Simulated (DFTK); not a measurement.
Input of a DFTK 0.8.2 run:

Contents of run.jl:

```julia
using DFTK
using PseudoPotentialData
using Unitful, UnitfulAtomic
using LinearAlgebra, Printf
include("save.jl")
disable_threading()

# lattice vectors are the columns
lattice = austrip(1u"Å") * [           0.0         3.2145         3.2145;
                   3.2145            0.0         3.2145;
                   3.2145         3.2145            0.0]
symbols   = [:Hg, :Te]
positions = [[0.0, 0.0, 0.0],
             [0.75, 0.75, 0.75]]
pseudopotentials = PseudoFamily("dojo.nc.sr.pbesol.v0_4_1.standard.upf")
elements = Dict(s => ElementPsp(s, pseudopotentials) for s in unique(symbols))
atoms    = [elements[s] for s in symbols]

build_model(lattice, positions; symmetries=true) =
    model_DFT(lattice, atoms, positions;
              functionals=PBEsol(),
              temperature=austrip(0.05u"eV"),
              smearing=Smearing.FermiDirac(),
              symmetries)
Ecut  = 40.0  # hartree
kgrid = [7, 7, 7]
tol   = 1e-6
to_GPa = ustrip(uconvert(u"GPa", 1u"hartree/bohr^3"))

model = build_model(lattice, positions)
basis = PlaneWaveBasis(model; Ecut, kgrid)
display(basis)
scfres = self_consistent_field(basis;
                               tol,
                               nbandsalg=AdaptiveBands(model; n_bands_converge=23))
display(scfres.energies)
@printf "Fermi level: %.6f eV\n" ustrip(auconvert(u"eV", something(scfres.εF, NaN)))
forces = compute_forces_cart(scfres)
println("Forces (eV/Å)")
for (s, f) in zip(symbols, forces)
    @printf "%-3s %12.6f %12.6f %12.6f\n" s ustrip.(auconvert.(u"eV/Å", f))...
end
stress = compute_stresses_cart(scfres)
println("Stress (GPa)")
display(round.(stress * to_GPa; digits=4))
println("Levels at the first k-point (eV): ", round.(ustrip.(auconvert.(u"eV", scfres.eigenvalues[1][1:scfres.n_bands_converge])); digits=4))
save_scf!(scfres; forces, stress)
```

Potentials or basis: dojo.nc.sr.pbesol.v0_4_1.standard.upf (PBEsol).

The run is started by

```sh
$ julia --threads=1 run.jl  # save.jl only writes the numbers to a file and isn't shown; printed stress counts tension as positive; times include loading and compiling
```

Problem. Predict the band gap on the k mesh.

Solution. None (metal or under the smearing width).

Problem. Estimate the pressure.

Solution. 1.8 GPa.

Spin-orbit coupling is left out, which matters for the levels of Hg, Te.
